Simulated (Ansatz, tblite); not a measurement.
**The cluster Hg3O2: one state, many levels**

How do method and basis change the picture of the cluster Hg3O2 (singlet)?

Computed with Ansatz 0.2.0, Gaussian basis. Level: as each input shows.

Levels to be run: GFN1-xTB, GFN2-xTB, PBE-D4/def2-TZVP, r2SCAN-D4/def2-TZVP, HSE06-D4/def2-TZVP, CAM-B3LYP-D4/def2-TZVP, B3LYP-D4/def2-TZVP, PBE-D4/def2-SVP, PBE0-D4/def2-SVP, CCSD(T)/def2-SVP, MP2/def2-TZVP.

3 further runs of the same task are left out: 3 set aside as unsound or not needed.

## Step 1: The structure

The singlet was relaxed beforehand with PBE-D4/def2-SVP. At that level it is the lowest of the isomers that a small search found.

5 atoms, charge 0, spin multiplicity 1.

Bond lengths: O4–O5 1.240 Å.

Hg takes a core potential in the def2 sets. No spin-orbit coupling is included.

PBE0-D4/def2-TZVP was run before; its log isn't repeated, and its numbers join the tables.

## Step 2: GFN1-xTB

Tight binding, by tblite at 300 K electronic temperature and without a spin-polarisation term:

```python
tblite.interface.Calculator('GFN1-xTB', numbers, positions, charge=0, uhf=0).singlepoint()
```

Energy -324.2918 eV, HOMO -11.58 eV, LUMO -11.42 eV; 0.01 s.

## Step 3: GFN2-xTB

Tight binding, by tblite at 300 K electronic temperature and without a spin-polarisation term:

```python
tblite.interface.Calculator('GFN2-xTB', numbers, positions, charge=0, uhf=0).singlepoint()
```

Energy -286.2475 eV, HOMO -11.34 eV, LUMO -11.04 eV; 0.008 s.

## Step 4: PBE-D4/def2-TZVP

start.molden holds the orbitals of an earlier run on this state, given as this run's starting guess.

File in.yaml:

```yaml
crystal:
  periodic: [false, false, false]
  atoms:
    - {symbol: Hg, position_ang: [-0.227785, -1.492740, -2.022209]}
    - {symbol: Hg, position_ang: [1.802926, -1.291687, 1.198996]}
    - {symbol: Hg, position_ang: [1.119496, 1.460262, -0.797719]}
    - {symbol: O, position_ang: [-1.828092, 0.930113, 1.096252]}
    - {symbol: O, position_ang: [-0.866545, 0.394052, 0.524680]}
basis:
  gaussian: {orbitals: def2-TZVP, initial_orbitals: start.molden}
hamiltonian: {xc: pbe, dispersion: d4}
scf: {omitted_lower_state_checks: [starts]}
output: {forces: true, orbitals: {seedname: orbitals}}
```

Command:

```
$ ansatz run in.yaml --threads 4 --pin off --events-out ev --progress --plain --max-ram 4787MiB
```

Further steps of the session: r2SCAN-D4/def2-TZVP; HSE06-D4/def2-TZVP; CAM-B3LYP-D4/def2-TZVP; B3LYP-D4/def2-TZVP; PBE-D4/def2-SVP; PBE0-D4/def2-SVP; CCSD(T)/def2-SVP; MP2/def2-TZVP.

Q: Predict the results of all the runs planned. Wanted: gap in def2-TZVP, named functionals, smallest and largest; correlation energy, CCSD(T)/def2-SVP; correlation energy, MP2/def2-TZVP; binding an atom, CCSD(T)/def2-SVP; PBE0 total energy, smallest basis above largest.

The runs gave:

| quantity | value |
| --- | --- |
| gap in def2-TZVP, named functionals, smallest and largest | 1.50 eV (HSE06-D4), 4.67 eV (CAM-B3LYP-D4) |
| correlation energy, CCSD(T)/def2-SVP | -40.36 eV |
| correlation energy, MP2/def2-TZVP | -50.65 eV |
| binding an atom, CCSD(T)/def2-SVP | 0.678 eV |
| PBE0 total energy, smallest basis above largest | 5.36 eV (def2-SVP, def2-TZVP) |

In words: Orbital gaps of the named functionals in def2-TZVP span 1.50 eV (HSE06-D4) to 4.67 eV (CAM-B3LYP-D4). The functionals in def2-TZVP miss CCSD(T)/def2-SVP by +0.080 (CAM-B3LYP-D4) to +0.352 eV (PBE-D4) an atom. The yardstick is in a double-zeta basis, so levels in larger sets aren't compared like for like. CCSD(T)/def2-SVP isn't at the basis-set limit; small misses against it rank nothing. PBE-D4, r2SCAN-D4 leave an empty level below a filled one, so this occupation isn't an aufbau state there; left out of the range.
